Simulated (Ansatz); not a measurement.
# Pb (Lead): further runs on the relaxed cell

The task, for Pb (Lead): fit an equation of state.

Method: DFT r2SCAN, scalar-relativistic, plane waves, PAW, in Ansatz 0.2.0.

1 further run of the same task is left out (set aside as unsound or not needed).

## (1) Starting point

It takes space group Fm-3m (No. 225, cubic). The conventional cell has a = 4.996 Å, b = 4.996 Å, c = 4.996 Å, α = 90.00°, β = 90.00°, γ = 90.00°. Around Pb (site symmetry m-3m) lie 12 Pb at 3.53 Å.

As a file:

```cif
data_structure
_symmetry_space_group_name_H-M 'P 1'
_symmetry_Int_Tables_number 1
_cell_length_a 3.5324
_cell_length_b 3.5324
_cell_length_c 3.5324
_cell_angle_alpha 60.000
_cell_angle_beta 60.000
_cell_angle_gamma 60.000
_cell_volume 31.17
loop_
_atom_site_label
_atom_site_type_symbol
_atom_site_fract_x
_atom_site_fract_y
_atom_site_fract_z
_atom_site_occupancy
Pb1 Pb 0.00000 0.00000 0.00000 1
```

This cell was relaxed beforehand with the same method: volume 31.17 Å³/atom, gap on the mesh none (metal).

## (2) Point at V/V0 = 0.97

Contents of input.yaml:

```yaml
crystal:
  lattice:
    - [0.0, 2.4725621057, 2.4725621057]
    - [2.4725621057, 0.0, 2.4725621057]
    - [2.4725621057, 2.4725621057, 0.0]
  atoms:
    - { symbol: Pb, position: [0.0, 0.0, 0.0] }
basis:
  ecutwfc: 500
kpoints:
  mp_grid: { grid: [14, 14, 14] }
hamiltonian:
  xc: r2scan
scf:
  occupations: { method: gaussian, width: 0.1 }
output:
  forces: true
  stress: true
  eigenvalues: true
```

On the command line:

```bash
ansatz run input.yaml --threads 1 --pin off --max-ram 2560MiB --backend cpu --events-out ev --progress --plain --runs-dir out
```

The program printed, shortened:

```text
Warning: RAYON_NUM_THREADS=1 ignored (pool sized by the plan → 1); use --threads N
[...]
Pseudopotentials: kind: paw
Pseudopotential: Pb, paw, valence charge 14, recommended cutoff 500 eV (meta_gga), Pb.paw.azcp
Functional definition: r2SCAN
[...]
Crystal: 1 atoms, lattice volume = 30.232 Å³
Basis set: ecut = 500 eV, 749 PW (Γ), exchange–correlation on 108×108×108 points (64 copies of the dense FFT grid, shifted against one another)
Bands: 11, of which v1, the nominal top of the filled ones, is band 7 counted from 1 (6 counted from 0)
Symmetry: 48 space group operations
Space group: Fm-3m (ITA 225), of the structure as read, at distance tolerance 3.1e-5 Å
k-points: 104 of 2744
[...]
SCF iter   1: F=—  HF=-11920.856538 eV  |F-HF|=—  |Δ(HF+E_count)|=         —  Δρ=6.51e-3  dr2=9.11e-3  dr2_τ=6.62e-4  ethr=1.77e-3  ⟨swp⟩=5.8  Hψ=7755  notcnv=0
[...]
SCF iter   6: F=-11920.856378 eV  HF=-11920.856378 eV  |F-HF|=2.98e-10  |Δ(HF+E_count)|=   7.99e-8  Δρ=3.58e-6  dr2=4.47e-9  dr2_τ=1.10e-10  ethr=7.14e-10  ⟨swp⟩=7.0  Hψ=5662  notcnv=0
[...]
SCF converged after 6 iterations
Free energy (F): -11920.856378 eV
[...]
E sigma→0 (E₀):  -11920.855280 eV
Entropy (-TS):   -0.002196 eV (-2.196 meV/atom)
Fermi energy:    10.996288 eV
[...]
--- Forces (eV/Å), atoms counted from 1 ---
  atom   1  Pb    -0.00000000     0.00000000    -0.00000000
[...]
--- Stress (GPa, compression-positive) ---
        1.437907       0.000000       0.000000
        0.000000       1.437907       0.000000
       -0.000000       0.000000       1.437907
  P = ⅓ Tr σ = 1.4379 GPa (14.379 kbar)
--- Band table (eV; the first three rows and the last of 104) ---
  k-point 0: bands = ["-6.8284", "-6.8284", "-6.8284", "-6.6803", "-6.6803", "-1.3662", "18.7053", "18.7053", "18.7053", "21.2915", "23.3007"]
[...]
```

It took 9.6 s on 1 thread of Arm Neoverse N1, shared host; peak memory 0.39 GiB.

## (3) The cell scaled to 1.03 of its volume

input.yaml, as its differences from that of step 2:

```diff
@@ -2,5 +2,5 @@
   lattice:
-    - [0.0, 2.4725621057, 2.4725621057]
-    - [2.4725621057, 0.0, 2.4725621057]
-    - [2.4725621057, 2.4725621057, 0.0]
+    - [0.0, 2.5225263169, 2.5225263169]
+    - [2.5225263169, 0.0, 2.5225263169]
+    - [2.5225263169, 2.5225263169, 0.0]
   atoms:
```

On the command line:

```bash
ansatz run input.yaml --threads 1 --pin off --max-ram 2560MiB --backend cpu --events-out ev --progress --plain --runs-dir out
```

The program printed, shortened:

```text
Warning: RAYON_NUM_THREADS=1 ignored (pool sized by the plan → 1); use --threads N
[...]
[... 3 set-up lines as earlier in the session ...]
[...]
Crystal: 1 atoms, lattice volume = 32.102 Å³
Basis set: ecut = 500 eV, 869 PW (Γ), exchange–correlation on 108×108×108 points (64 copies of the dense FFT grid, shifted against one another)
Bands: 11, of which v1, the nominal top of the filled ones, is band 7 counted from 1 (6 counted from 0)
[... 1 set-up line as earlier in the session ...]
Space group: Fm-3m (ITA 225), of the structure as read, at distance tolerance 3.2e-5 Å
k-points: 104 of 2744
[...]
SCF iter   1: F=—  HF=-11920.858921 eV  |F-HF|=—  |Δ(HF+E_count)|=         —  Δρ=6.39e-3  dr2=9.33e-3  dr2_τ=4.65e-4  ethr=1.77e-3  ⟨swp⟩=5.8  Hψ=7748  notcnv=0
[...]
SCF iter   6: F=-11920.856817 eV  HF=-11920.856817 eV  |F-HF|=5.68e-10  |Δ(HF+E_count)|=   1.07e-7  Δρ=2.25e-6  dr2=1.93e-9  dr2_τ=1.09e-10  ethr=7.11e-10  ⟨swp⟩=4.7  Hψ=5891  notcnv=0
[...]
SCF converged after 6 iterations
Free energy (F): -11920.856817 eV
[...]
E sigma→0 (E₀):  -11920.855549 eV
Entropy (-TS):   -0.002537 eV (-2.537 meV/atom)
Fermi energy:    10.090212 eV
[...]
--- Forces (eV/Å), atoms counted from 1 ---
  atom   1  Pb    -0.00000000     0.00000000     0.00000000
[...]
--- Stress (GPa, compression-positive) ---
       -1.199086       0.000000       0.000000
        0.000000      -1.199086      -0.000000
        0.000000      -0.000000      -1.199086
  P = ⅓ Tr σ = -1.1991 GPa (-11.991 kbar)
--- Band table (eV; the first three rows and the last of 104) ---
  k-point 0: bands = ["-7.6558", "-7.6558", "-7.6558", "-7.5328", "-7.5328", "-1.8253", "17.3411", "17.3411", "17.3411", "20.3831", "21.6265"]
[...]
```

Run time: 9.9 s. Hardware: 1 thread of Arm Neoverse N1, shared host; peak memory 0.39 GiB.

## (4) Point at V/V0 = 0.94

input.yaml, as its differences from that of step 3:

```diff
@@ -2,5 +2,5 @@
   lattice:
-    - [0.0, 2.5225263169, 2.5225263169]
-    - [2.5225263169, 0.0, 2.5225263169]
-    - [2.5225263169, 2.5225263169, 0.0]
+    - [0.0, 2.4468043773, 2.4468043773]
+    - [2.4468043773, 0.0, 2.4468043773]
+    - [2.4468043773, 2.4468043773, 0.0]
   atoms:
```

On the command line:

```bash
ansatz run input.yaml --threads 1 --pin off --max-ram 2560MiB --backend cpu --events-out ev --progress --plain --runs-dir out
```

The program printed, shortened:

```text
Warning: RAYON_NUM_THREADS=1 ignored (pool sized by the plan → 1); use --threads N
[...]
[... 3 set-up lines as earlier in the session ...]
[...]
Crystal: 1 atoms, lattice volume = 29.297 Å³
Basis set: ecut = 500 eV, 725 PW (Γ), exchange–correlation on 108×108×108 points (64 copies of the dense FFT grid, shifted against one another)
Bands: 11, of which v1, the nominal top of the filled ones, is band 7 counted from 1 (6 counted from 0)
[... 2 set-up lines as earlier in the session ...]
k-points: 104 of 2744
[...]
SCF iter   1: F=—  HF=-11920.841794 eV  |F-HF|=—  |Δ(HF+E_count)|=         —  Δρ=6.69e-3  dr2=9.35e-3  dr2_τ=8.14e-4  ethr=1.77e-3  ⟨swp⟩=5.9  Hψ=7776  notcnv=0
[...]
SCF iter   6: F=-11920.843065 eV  HF=-11920.843065 eV  |F-HF|=2.02e-10  |Δ(HF+E_count)|=   2.92e-9  Δρ=5.36e-7  dr2=3.98e-11  dr2_τ=2.92e-12  ethr=2.84e-11  ⟨swp⟩=4.0  Hψ=5401  notcnv=0
[...]
SCF converged after 6 iterations
Free energy (F): -11920.843065 eV
[...]
E sigma→0 (E₀):  -11920.842027 eV
Entropy (-TS):   -0.002076 eV (-2.076 meV/atom)
Fermi energy:    11.488133 eV
[...]
--- Forces (eV/Å), atoms counted from 1 ---
  atom   1  Pb    -0.00000000     0.00000000     0.00000000
[...]
--- Stress (GPa, compression-positive) ---
        3.179193       0.000000       0.000000
        0.000000       3.179193      -0.000000
        0.000000      -0.000000       3.179193
  P = ⅓ Tr σ = 3.1792 GPa (31.792 kbar)
--- Band table (eV; the first three rows and the last of 104) ---
  k-point 0: bands = ["-6.3789", "-6.3789", "-6.3789", "-6.2159", "-6.2159", "-1.1174", "19.4472", "19.4472", "19.4472", "21.7813", "24.2043"]
[...]
```

Wall time 9.6 s (1 thread of Arm Neoverse N1, shared host); peak memory 0.39 GiB.

## (5) Point at V/V0 = 1.06

input.yaml, as its differences from that of step 4:

```diff
@@ -2,5 +2,5 @@
   lattice:
-    - [0.0, 2.4468043773, 2.4468043773]
-    - [2.4468043773, 0.0, 2.4468043773]
-    - [2.4468043773, 2.4468043773, 0.0]
+    - [0.0, 2.5467828656, 2.5467828656]
+    - [2.5467828656, 0.0, 2.5467828656]
+    - [2.5467828656, 2.5467828656, 0.0]
   atoms:
```

On the command line:

```bash
ansatz run input.yaml --threads 1 --pin off --max-ram 2560MiB --backend cpu --events-out ev --progress --plain --runs-dir out
```

The program printed, shortened:

```text
[...]
SCF converged after 6 iterations
Free energy (F): -11920.846807 eV
[...]
E sigma→0 (E₀):  -11920.845585 eV
Entropy (-TS):   -0.002444 eV (-2.444 meV/atom)
Fermi energy:    9.679362 eV
[...]
--- Forces (eV/Å), atoms counted from 1 ---
  atom   1  Pb    -0.00000000     0.00000000     0.00000000
[...]
--- Stress (GPa, compression-positive) ---
       -2.203616       0.000000      -0.000000
        0.000000      -2.203616      -0.000000
       -0.000000      -0.000000      -2.203616
  P = ⅓ Tr σ = -2.2036 GPa (-22.036 kbar)
--- Band table (eV; the first three rows and the last of 104) ---
  k-point 0: bands = ["-8.0380", "-8.0380", "-8.0380", "-7.9256", "-7.9256", "-2.0380", "16.7133", "16.7133", "16.7133", "19.9606", "20.8515"]
[...]
```

Wall time 10 s (1 thread of Arm Neoverse N1, shared host); peak memory 0.4 GiB.

## (6) Volume × 0.91

input.yaml, as its differences from that of step 5:

```diff
@@ -2,5 +2,5 @@
   lattice:
-    - [0.0, 2.5467828656, 2.5467828656]
-    - [2.5467828656, 0.0, 2.5467828656]
-    - [2.5467828656, 2.5467828656, 0.0]
+    - [0.0, 2.4204926136, 2.4204926136]
+    - [2.4204926136, 0.0, 2.4204926136]
+    - [2.4204926136, 2.4204926136, 0.0]
   atoms:
```

On the command line:

```bash
ansatz run input.yaml --threads 1 --pin off --max-ram 2560MiB --backend cpu --events-out ev --progress --plain --runs-dir out
```

The program printed, shortened:

```text
[...]
SCF converged after 6 iterations
Free energy (F): -11920.818592 eV
[...]
E sigma→0 (E₀):  -11920.817500 eV
Entropy (-TS):   -0.002183 eV (-2.183 meV/atom)
Fermi energy:    12.010438 eV
[...]
--- Forces (eV/Å), atoms counted from 1 ---
  atom   1  Pb    -0.00000000     0.00000000     0.00000000
[...]
--- Stress (GPa, compression-positive) ---
        5.269888       0.000000      -0.000000
       -0.000000       5.269888       0.000000
        0.000000       0.000000       5.269888
  P = ⅓ Tr σ = 5.2699 GPa (52.699 kbar)
--- Band table (eV; the first three rows and the last of 104) ---
  k-point 0: bands = ["-5.9032", "-5.9032", "-5.9032", "-5.7235", "-5.7235", "-0.8540", "20.2332", "20.2332", "20.2332", "22.2977", "25.1551"]
[...]
```

Wall time 9.2 s (1 thread of Arm Neoverse N1, shared host); peak memory 0.38 GiB.

## (7) Volume × 1.10

input.yaml, as its differences from that of step 6:

```diff
@@ -2,5 +2,5 @@
   lattice:
-    - [0.0, 2.4204926136, 2.4204926136]
-    - [2.4204926136, 0.0, 2.4204926136]
-    - [2.4204926136, 2.4204926136, 0.0]
+    - [0.0, 2.5784231551, 2.5784231551]
+    - [2.5784231551, 0.0, 2.5784231551]
+    - [2.5784231551, 2.5784231551, 0.0]
   atoms:
```

On the command line:

```bash
ansatz run input.yaml --threads 1 --pin off --max-ram 2560MiB --backend cpu --events-out ev --progress --plain --runs-dir out
```

The program printed, shortened:

```text
[...]
SCF converged after 6 iterations
Free energy (F): -11920.825161 eV
[...]
E sigma→0 (E₀):  -11920.824127 eV
Entropy (-TS):   -0.002067 eV (-2.067 meV/atom)
Fermi energy:    9.178584 eV
[...]
--- Forces (eV/Å), atoms counted from 1 ---
  atom   1  Pb    -0.00000000     0.00000000     0.00000000
[...]
--- Stress (GPa, compression-positive) ---
       -3.324914       0.000000      -0.000000
       -0.000000      -3.324914      -0.000000
       -0.000000       0.000000      -3.324914
  P = ⅓ Tr σ = -3.3249 GPa (-33.249 kbar)
--- Band table (eV; the first three rows and the last of 104) ---
  k-point 0: bands = ["-8.5195", "-8.5195", "-8.5195", "-8.4198", "-8.4198", "-2.3069", "15.9266", "15.9266", "15.9266", "19.4269", "19.8772"]
[...]
```

Wall time 10 s (1 thread of Arm Neoverse N1, shared host); peak memory 0.4 GiB.

## (8) Volume × 0.88

input.yaml, as its differences from that of step 7:

```diff
@@ -2,5 +2,5 @@
   lattice:
-    - [0.0, 2.5784231551, 2.5784231551]
-    - [2.5784231551, 0.0, 2.5784231551]
-    - [2.5784231551, 2.5784231551, 0.0]
+    - [0.0, 2.393596025, 2.393596025]
+    - [2.393596025, 0.0, 2.393596025]
+    - [2.393596025, 2.393596025, 0.0]
   atoms:
```

On the command line:

```bash
ansatz run input.yaml --threads 1 --pin off --max-ram 2560MiB --backend cpu --events-out ev --progress --plain --runs-dir out
```

The program printed, shortened:

```text
Warning: RAYON_NUM_THREADS=1 ignored (pool sized by the plan → 1); use --threads N
[...]
[... 3 set-up lines as earlier in the session ...]
[...]
Crystal: 1 atoms, lattice volume = 27.427 Å³
Basis set: ecut = 500 eV, 725 PW (Γ), exchange–correlation on 100×100×100 points (64 copies of the dense FFT grid, shifted against one another)
Bands: 11, of which v1, the nominal top of the filled ones, is band 7 counted from 1 (6 counted from 0)
[... 1 set-up line as earlier in the session ...]
Space group: Fm-3m (ITA 225), of the structure as read, at distance tolerance 3.0e-5 Å
k-points: 104 of 2744
[...]
SCF iter   1: F=—  HF=-11920.775664 eV  |F-HF|=—  |Δ(HF+E_count)|=         —  Δρ=6.83e-3  dr2=9.51e-3  dr2_τ=1.26e-3  ethr=1.77e-3  ⟨swp⟩=5.9  Hψ=7877  notcnv=0
[...]
SCF iter   6: F=-11920.780778 eV  HF=-11920.780778 eV  |F-HF|=5.33e-10  |Δ(HF+E_count)|=   7.27e-9  Δρ=9.98e-7  dr2=1.41e-10  dr2_τ=9.44e-12  ethr=3.63e-11  ⟨swp⟩=4.3  Hψ=5663  notcnv=0
[...]
SCF converged after 6 iterations
Free energy (F): -11920.780778 eV
[...]
E sigma→0 (E₀):  -11920.779517 eV
Entropy (-TS):   -0.002522 eV (-2.522 meV/atom)
Fermi energy:    12.570828 eV
[...]
--- Forces (eV/Å), atoms counted from 1 ---
  atom   1  Pb     0.00000000     0.00000000     0.00000000
[...]
--- Stress (GPa, compression-positive) ---
        7.760814      -0.000000       0.000000
        0.000000       7.760814      -0.000000
       -0.000000      -0.000000       7.760814
  P = ⅓ Tr σ = 7.7608 GPa (77.608 kbar)
--- Band table (eV; the first three rows and the last of 104) ---
  k-point 0: bands = ["-5.3991", "-5.3991", "-5.3991", "-5.2006", "-5.2006", "-0.5749", "21.0666", "21.0666", "21.0666", "22.8429", "26.1554"]
[...]
```

It took 9.2 s on 1 thread of Arm Neoverse N1, shared host; peak memory 0.37 GiB.

## (9) Equation of state

```csv
volume (Å³/atom),energy above the lowest point (meV/atom),pressure (GPa),gap on the mesh (eV)
27.427,79.7,7.76,0.00
28.362,41.7,5.27,0.00
29.297,17.2,3.18,0.00
30.232,3.9,1.44,0.00
31.167,0.0,0.00,0.00
32.102,3.7,-1.20,0.00
33.037,13.6,-2.20,0.00
34.284,35.1,-3.32,0.00
```

## (10) What came out

| quantity | value |
| --- | --- |
| equilibrium volume of the fit | 31.16 Å³/atom |
| bulk modulus | 44 GPa |
| its pressure derivative | 5.3 |

What this shows: The fit puts the minimum at 31.16 Å³/atom with B = 44 GPa and B' = 5.3. Spin-orbit coupling is left out for Pb.
